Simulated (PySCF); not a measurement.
# F4Se (Selenium tetrafluoride): the cost of one run

The runs use PySCF 2.14.0, with density-fitted response routines of our own; the level of theory stands in each step. All values are computed, except where a source is named. Atoms count from 0, in the outputs and in this text.

## (1) The starting structure

5 atoms, charge 0, multiplicity 1; geometry from: GFN2-xTB. The atoms were then displaced at random by about 0.03 Å, so the start is not that level's minimum.

Bonds of the start (Å): F0–Se1 1.80, Se1–F2 1.90, Se1–F3 1.70, Se1–F4 1.88.

## (2) Geometry optimisation at PBE0-D3(BJ)/def2-SVP

The job: settings as JSON, then the geometry in Å.

```
{"job": {"xc": "PBE0", "basis": "def2-SVP", "d3": "d3bj", "grid": 1, "shake": 0.03, "kind": "geom"}, "charge": 0, "multiplicity": 1}
F     -0.063450     1.754220     0.001280
Se    -0.078270     0.029140    -0.510850
F     -1.646430    -0.994710    -0.182740
F      0.240120    -0.163650     1.152480
F      1.640120    -0.729760    -0.556650
```

Launch:

```bash
$ OMP_NUM_THREADS=1 python probes_run.py task.json out
```

The driver reads the jobs from task.json and runs them one after another.

**Question.** How long does this first job take on 1 thread of Arm Neoverse V2, shared host, and how much memory does it need?

About 45 s, with a peak of 0.35 GiB.
